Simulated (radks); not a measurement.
# Sn¹³⁺ in [Kr] 4d1: an all-electron calculation

An exercise on one series of results from a longer session: the logs are not shown, and one member is left open.

Method: scalar-relativistic Kohn-Sham, RPBE, spin-polarised, spherical densities, point nucleus; open shells are filled with parallel spins first. Code: radks (a radial shooting solver on a logarithmic mesh, Libxc functionals) version 1.

## The atom as given

| Property | Result |
| --- | --- |
| element | tin (Z = 50) |
| charge | +13 |
| electrons | 37 |
| configuration | [Kr] 4d1 |

Outer shells as boxes (Hund's rule):

Sn¹³⁺
```
[Kr] core
4d [↑ ][  ][  ][  ][  ]
```

The first run:

The run's settings:

```text
Z 50
configuration [Kr] 4d1
relativity scalar-relativistic
functional rpbe,pbe
spin polarised
nucleus point
c 137.035999084
```

One table of the session follows, with a row left open; its other results are not shown here.

It belongs to the step «Shells». From the orbitals of this run (lengths in bohr):

| level | <r> | outermost maximum (interpolated) | 90 % within | nodes |
| --- | --- | --- | --- | --- |
| 1s down | 0.02905 | 0.0188 | 0.0522 | 0 |
| 1s up | 0.02905 | 0.0188 | 0.0522 | 0 |
| 2s up | 0.1255 | 0.106 | 0.194 | 1 |
| 2s down | 0.1255 | 0.106 | 0.194 | 1 |
| 2p up | 0.1096 | 0.0850 | 0.178 | 0 |
| 2p down | 0.1096 | 0.0849 | 0.178 | 0 |
| 3s up | ? | ? | ? | ? |
| 3s down | 0.3378 | 0.307 | 0.496 | 2 |
| 3p up | 0.3358 | 0.300 | 0.504 | 1 |
| 3p down | 0.3358 | 0.300 | 0.504 | 1 |
| 3d up | 0.3117 | 0.250 | 0.490 | 0 |
| 3d down | 0.3117 | 0.250 | 0.490 | 0 |
| 4s up | 0.7639 | 0.722 | 1.09 | 3 |
| 4s down | 0.7637 | 0.721 | 1.09 | 3 |
| 4p up | 0.8002 | 0.752 | 1.15 | 2 |
| 4p down | 0.8002 | 0.751 | 1.15 | 2 |
| 4d up | 0.8601 | 0.793 | 1.26 | 1 |
| 4d down | 0.8608 | 0.792 | 1.26 | 1 |

Q: Estimate the row for 3s up from the others.

**Answer.** <r>: 0.3379; outermost maximum (interpolated): 0.307; 90 % within: 0.497; nodes: 2. In the column «<r>» it lies between 3s down (0.3378) and 4s down (0.7637).

Limits of these values: Open shells are spherical and high-spin; term and fine-structure splittings are not resolved.
